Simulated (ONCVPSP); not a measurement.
**Ho: generating and testing an ONCV potential**

Aim: build the potential from the settings below, then test how well it stands in for the atom: other configurations, scattering, ghost states and the plane-wave cutoff that it needs.

Method: ONCVPSP 4.0.1.1 (patched build), PBE, scalar-relativistic.

## Step 1: The design

The settings as typed:

| Quantity | Value |
| --- | --- |
| element | holmium (Ho, Z = 67) |
| type | optimised norm-conserving Vanderbilt (ONCV) |
| frozen core | [Kr] 4d10 |
| valence charge | 21 |
| reference configuration | 4f10 5s2 5p6 5d1 6s2 |
| partial waves | 5s+6s: rc 2.35 bohr, ncon 4, nbas 8, qcut 4.2 1/bohr, 2 projectors; 5p: rc 2.15 bohr, ncon 3, nbas 7, qcut 5.9 1/bohr, 1 projector; 5d: rc 3.45 bohr, ncon 5, nbas 9, qcut 4.3 1/bohr, 2 projectors, debl 1.9 Ha; 4f: rc 0.95 bohr, ncon 3, nbas 7, qcut 17 1/bohr, 1 projector |
| local potential | polynomial inside 0.80 bohr (lpopt 5, dvloc0 1 Ha) |
| core correction | Teter function, fcfact 3.25, rcfact 1.25 |

## Step 2: Generating the potential

Ho.dat reads:

```
# ATOM AND REFERENCE CONFIGURATION
# atsym  z   nc   nv     iexc    psfile
  Ho 67.00    9    5        4      upf
#
#   n    l    f
    1    0    2.00
    2    0    2.00
    2    1    6.00
    3    0    2.00
    3    1    6.00
    3    2   10.00
    4    0    2.00
    4    1    6.00
    4    2   10.00
    4    3   10.00
    5    0    2.00
    5    1    6.00
    5    2    1.00
    6    0    2.00
#
# PSEUDOPOTENTIAL AND OPTIMIZATION
# lmax
    3
#
#   l,   rc,      ep,       ncon, nbas, qcut
    0    2.35    0.00    4    8    4.20
    1    2.15    0.00    3    7    5.90
    2    3.45    0.00    5    9    4.30
    3    0.95    0.00    3    7   17.00
#
# LOCAL POTENTIAL
# lloc, lpopt,  rc(5),   dvloc0
    4    5    0.80    1.00
#
# VANDERBILT-KLEINMAN-BYLANDER PROJECTORs
# l, nproj, debl
    0    2    3.00
    1    1    1.50
    2    2    1.90
    3    1    2.80
#
# MODEL CORE CHARGE
# icmod, fcfact, rcfact
    3    3.25    1.25
#
# LOG DERIVATIVE ANALYSIS
# epsh1, epsh2, depsh
   -3.00    5.00    0.02
#
# OUTPUT GRID
# rlmax, drl
    6.00    0.01
#
# TEST CONFIGURATIONS
# ncnf
    4
# nvcnf
#   n    l    f
    5
    4    3   11.00
    5    0    2.00
    5    1    6.00
    5    2    0.00
    6    0    2.00
#
    5
    4    3   11.00
    5    0    2.00
    5    1    6.00
    5    2    0.00
    6    0    1.00
#
    5
    4    3   11.00
    5    0    2.00
    5    1    6.00
    5    2    0.00
    6    0    0.00
#
    5
    4    3   11.00
    5    0    2.00
    5    1    6.00
    5    2    0.50
    6    0    1.50
#
```

Command:

```console
$ oncvpsp.x < Ho.dat > Ho.out
```

Before running it: what results should come out? Wanted: cutoffs for 1 and 0.1 mHa per electron, occupied waves; bound ghosts; GHOST(+) flags; largest test error; largest phase difference near zero energy, channels read; rms error of d²Exc/dn², without and with the model core.

As calculated:

| quantity | value |
| --- | --- |
| cutoffs for 1 and 0.1 mHa per electron, occupied waves | 126 Ha and 138 Ha |
| bound ghosts | s at -275.89 eV, p at -116.47 eV |
| GHOST(+) flags | d at 62 eV |
| largest test error (AE − PS) | -152 meV, for 4f11 5s2 5p6 5d0 6s1 |
| largest phase difference near zero energy, channels read | 0.015 rad |
| rms error of d²Exc/dn², without and with the model core | 5.68 and 3.69 mHa |

What this shows: A bound ghost (s, p) makes it unfit for use: electrons can fall into a state that the atom doesn't have. By total energies transferability is poor: the largest error is 152 meV on 1.7 eV, for 4f11 5s2 5p6 5d0 6s1. The potential is very hard: the looser tolerance needs 126 Ha. At the looser tolerance the 4f wave is the slowest; 5p needs 8 Ha. Near zero energy the phases of the channels with partial waves agree within 0.015 rad. The program also flags highly localised states, GHOST(+) (d). These are tests on the free atom; a crystal test is still owed.
